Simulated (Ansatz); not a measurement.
# BGaGeH6O: basis-set convergence

One table from this session's results is given with a row withheld; the runs are named, their logs left out.

The runs use Ansatz 0.2.0, Gaussian basis; one geometry, several basis sets.

Levels to be run: PBE0-D4/def2-SVP; ωB97M-V/def2-SVP; PBE0-D4/def2-QZVPP; ωB97M-V/def2-QZVPP; the functionals' def2-TZVPP values are taken from earlier runs.

**The geometry**

All runs share one geometry, relaxed beforehand with PBE0-D4 in a triple-zeta def2 set.

SMILES `O[BH][GaH][GeH3]`, 10 atoms, charge 0, spin multiplicity 1.

Atoms are counted from 1 here; the program's logs count them from 0.

Bond lengths: O1–B2 1.354 Å, O1–H5 0.962 Å, B2–Ga3 2.099 Å, B2–H6 1.209 Å, Ga3–Ge4 2.457 Å, Ga3–H7 1.579 Å, Ge4–H8 1.542 Å, Ge4–H9 1.544 Å, Ge4–H10 1.544 Å. Angles: B2–O1–H5 113.8°, O1–B2–Ga3 119.0°, O1–B2–H6 118.6°, Ga3–B2–H6 122.3°, B2–Ga3–Ge4 122.8°, B2–Ga3–H7 123.3°, Ge4–Ga3–H7 113.9°, Ga3–Ge4–H8 114.2°, Ga3–Ge4–H9 111.0°, Ga3–Ge4–H10 111.5°, H8–Ge4–H9 106.7°, H8–Ge4–H10 106.7°, H9–Ge4–H10 106.3°.

The first run:

Input file in.yaml:

```yaml
crystal:
  periodic: [false, false, false]
  atoms:
    - {symbol: O, position_ang: [-1.408323, 2.301640, -0.154979]}
    - {symbol: B, position_ang: [-0.187239, 1.818398, -0.482934]}
    - {symbol: Ga, position_ang: [0.630747, 0.257342, 0.657600]}
    - {symbol: Ge, position_ang: [0.238945, -2.113397, 0.145088]}
    - {symbol: H, position_ang: [-1.719055, 3.001248, -0.737916]}
    - {symbol: H, position_ang: [0.381892, 2.285306, -1.441687]}
    - {symbol: H, position_ang: [1.593754, 0.495110, 1.886337]}
    - {symbol: H, position_ang: [-0.659537, -2.352927, -1.085445]}
    - {symbol: H, position_ang: [-0.435061, -2.832270, 1.333436]}
    - {symbol: H, position_ang: [1.563866, -2.860439, -0.119501]}
basis:
  gaussian: {orbitals: def2-SVP}
hamiltonian: {xc: pbe0, dispersion: d4}
output: {orbitals: {seedname: orbitals}}
```

Run with:

```bash
> ansatz run in.yaml --threads 4 --pin off --events-out ev --progress --plain --max-ram 10444MiB
```

Among the steps run: PBE0-D4 in def2-SVP; ωB97M-V in def2-SVP; PBE0-D4 in def2-QZVPP; ωB97M-V in def2-QZVPP.

One of the session's tables, all rows but one given; the rest of the session is left out.

It belongs to the step «Density functionals: the series». 

| functional | basis | HOMO (eV) | LUMO (eV) |
| --- | --- | --- | --- |
| PBE0-D4 | def2-SVP | ? | ? |
| PBE0-D4 | def2-TZVPP | -6.87 | -1.89 |
| PBE0-D4 | def2-QZVPP | -6.88 | -1.91 |
| ωB97M-V | def2-SVP | -8.78 | -0.08 |
| ωB97M-V | def2-TZVPP | -8.87 | -0.18 |
| ωB97M-V | def2-QZVPP | -8.89 | -0.29 |

Estimate the missing values for PBE0-D4, def2-SVP.

As computed: HOMO (eV): -6.80; LUMO (eV): -1.81. In the column «HOMO (eV)» it is the highest.
